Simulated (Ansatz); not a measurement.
SiF:

```
CELL_PARAMETERS angstrom
3.02860 0.00000 0.00000
0.00000 3.02860 0.00000
0.00000 0.00000 3.02860
ATOMIC_POSITIONS crystal
Si 0.50000 0.50000 0.50000
F 0.00000 0.00000 0.00000
```

The cell was built by a generator and needn't be a form met in nature.

```yaml
Program: Ansatz 0.2.0
Task: relaxation of cell and atoms
Functional: B3LYP
Potentials_or_basis: Ansatz PAW
Cutoff: "420 eV (not typed: the program's choice for these potentials)"
k_mesh: 5 × 5 × 5
Occupations: fermi-dirac, width 0.05 eV
Spin: no spin polarisation
```

At the start: volume 13.89 Å³/atom.

**Question.** How do energy, volume and symmetry change on relaxing?

**Answer.** It ends after 6 steps and the volume is 14.50 Å³/atom (+4.4 %); space group Pm-3m (No. 221, to 0.05 Å).

The path:
```csv
step,energy change (eV),largest force (eV/Å),volume (Å³)
1,0.0000,0.0000,27.78
2,-0.0072,0.0000,29.21
3,-0.0086,0.0000,28.92
4,-0.0120,0.0000,28.92
5,-0.0119,0.0000,29.00
6,-0.0120,0.0000,29.00
```

Final structure:
```xyz
2
Lattice="3.0723 0.0000 0.0000 0.0000 3.0723 0.0000 0.0000 0.0000 3.0723" Properties=species:S:1:pos:R:3 pbc="T T T"
Si    1.5362    1.5362    1.5362
F     0.0000    0.0000    0.0000
```

Caveat: the k mesh is coarse (spacing up to 0.41 Å⁻¹), so the values aren't converged, least of all with exact exchange; the plane-wave basis is chosen anew once the cell has moved, so the energies of steps on either side of that aren't comparable; the pressure holds a Pulay correction of +0.3 GPa for the finite cutoff; an odd number of electrons without spin polarisation forces a metal; a magnetic or distorted state may lie lower; the PAW data sets come from PBE, with cores solved anew for the run's functional, which leaves a small shift of forces and pressure.
